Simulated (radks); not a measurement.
# Valence configurations of Lu⁺

One table from this session's results is given with a row withheld; the runs are named, their logs left out.

The numbers are computed with radks (a radial shooting solver on a logarithmic mesh, Libxc functionals) version 1 (scalar-relativistic Kohn-Sham, r2SCAN, spin-polarised, spherical densities, finite nucleus; open shells are filled with parallel spins first), except any that are marked as measured or tabulated.

### Starting point

```
element            : lutetium (Z = 71)
charge             : +1
electrons          : 70
configuration      : [Xe] 4f14 6s2
nuclear rms radius : 5.37 fm
others tried       : 4f13 5d1 6s2; 4f13 5d1 6s1.5 6p0.5; 4f13 5d0.5 6s2 6p0.5; 4f13 5d2 6s0.5 6p0.5; 4f12 5d2 6s2; 4f14 5d2; 4f12.5 5d1 6s2 6p0.5; 4f13 6s2 6p1; 4f14 5d1 6s1
```

The outer shells:

Lu⁺
```
[Xe] core
4f [↑↓][↑↓][↑↓][↑↓][↑↓][↑↓][↑↓]
6s [↑↓]
```

The first run:

Input:

```text
Z 71
configuration [Xe] 4f14 6s2
relativity scalar-relativistic
functional r2scan,r2scan
spin polarised
nucleus finite rms 5.37 fm
c 137.035999084
```

Steps of the session up to this table: [Xe] 4f14 6s2.

One of the session's tables, all rows but one given; the rest of the session is left out.

It belongs to the step «[Xe] 4f14 6s2». From the orbitals of this run (lengths in bohr):

| level | <r> | outermost maximum (interpolated) | 90 % within | nodes |
| --- | --- | --- | --- | --- |
| 3d | 0.1925 | 0.158 | 0.299 | 0 |
| 4s | 0.4782 | 0.446 | 0.686 | 3 |
| 4p | 0.5078 | 0.467 | 0.738 | 2 |
| 4d | 0.5478 | 0.481 | 0.823 | 1 |
| 5s | 1.171 | 1.04 | 1.69 | 4 |
| 5p | ? | ? | ? | ? |
| 4f | 0.7192 | 0.470 | 1.24 | 0 |
| 6s | 3.301 | 2.90 | 4.78 | 5 |

Estimate the missing values for 5p.

The run gave: <r>: 1.380; outermost maximum (interpolated): 1.19; 90 % within: 2.03; nodes: 3. In the column «<r>» it lies between 5s (1.171) and 6s (3.301).
